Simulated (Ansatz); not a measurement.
# CH3InS: the cost of one run

Method: PBE0-D4/def2-TZVP structures, single points in def2-TZVPP, no counterpoise correction; program: Ansatz 0.2.0, Gaussian basis.

Levels: SPW92, PBE-D4, BLYP-D4, r2SCAN-D4, B97M-V, PBE0-D4, B3LYP-D4, r2SCAN0-D4, BHLYP-D4, CAM-B3LYP-D4, wB97X-V, wB97M-V, B2PLYP, PBE-QIDH, RPA on PBE, Hartree-Fock, MP2, CCSD, CCSD(T).

Correlated methods freeze the cores. Filled d shells of the heavier atoms are correlated. Core potentials replace the inner electrons past krypton, and spin-orbit coupling is left out. B3LYP uses VWN-RPA correlation. B2PLYP carries no dispersion term here.

50 further runs of the same task are left out: 50 set aside as unsound or not needed.

## 1. Starting geometry

The complex: 9 atoms, charge 0, spin multiplicity 1.

Atoms are counted from 1 here; the program's logs count them from 0.

Bond lengths: In1–O2 2.521 Å, In1–S3 2.216 Å, In1–C5 2.112 Å, O2–H4 0.978 Å, O2–H6 0.962 Å, C5–H7 1.089 Å, C5–H8 1.090 Å, C5–H9 1.090 Å. Angles: O2–In1–S3 84.7°, O2–In1–C5 101.1°, S3–In1–C5 174.2°, In1–O2–H4 81.5°, In1–O2–H6 126.7°, H4–O2–H6 106.8°, In1–C5–H7 110.3°, In1–C5–H8 108.8°, In1–C5–H9 109.4°, H7–C5–H8 109.7°, H7–C5–H9 109.4°, H8–C5–H9 109.3°.

Coordinates:

```mol
CH5InOS
  3D, bonds by distance, orders not assigned

  9  8  0  0  0  0  0  0  0  0999 V2000
   -0.6339   -0.7345    0.2680 In  0  0
    0.0183    0.3381   -1.9188 O   0  0
   -1.7733   -2.1491   -1.0018 S   0  0
   -0.5366   -0.3853   -2.2733 H   0  0
    0.3806    0.5018    1.6467 C   0  0
    0.8715    0.2746   -2.3587 H   0  0
    0.0385    0.2974    2.6606 H   0  0
    0.1823    1.5437    1.3954 H   0  0
    1.4525    0.3134    1.5819 H   0  0
  1  2  8  0
  1  3  8  0
  1  5  8  0
  2  4  8  0
  2  6  8  0
  5  7  8  0
  5  8  8  0
  5  9  8  0
M  END
```

Its parts: CH₃InS holds atoms 1, 3, 5, 7, 8, 9; H₂O holds atoms 2, 4, 6. Each part counts its atoms afresh in its own runs.

## 2. Relaxing CH₃InS alone

Input file relax-a/in.yaml:

```yaml
crystal:
  periodic: [false, false, false]
  atoms:
    - {symbol: In, position_ang: [-0.633913, -0.734534, 0.267956]}
    - {symbol: S, position_ang: [-1.773343, -2.149096, -1.001806]}
    - {symbol: C, position_ang: [0.380640, 0.501769, 1.646716]}
    - {symbol: H, position_ang: [0.038526, 0.297353, 2.660575]}
    - {symbol: H, position_ang: [0.182317, 1.543669, 1.395432]}
    - {symbol: H, position_ang: [1.452529, 0.313360, 1.581892]}
basis:
  gaussian: {orbitals: def2-TZVP}
hamiltonian: {xc: pbe0, dispersion: d4}
relax: {f_tol: 0.005, max_steps: 200}
```

Launch:

```
$ ansatz run in.yaml --threads 4 --pin off --events-out ev --progress --plain --max-ram 9574MiB
```

**Question.** How long does this run take on 4 threads of Arm Neoverse V1, shared host?

About 10 s.
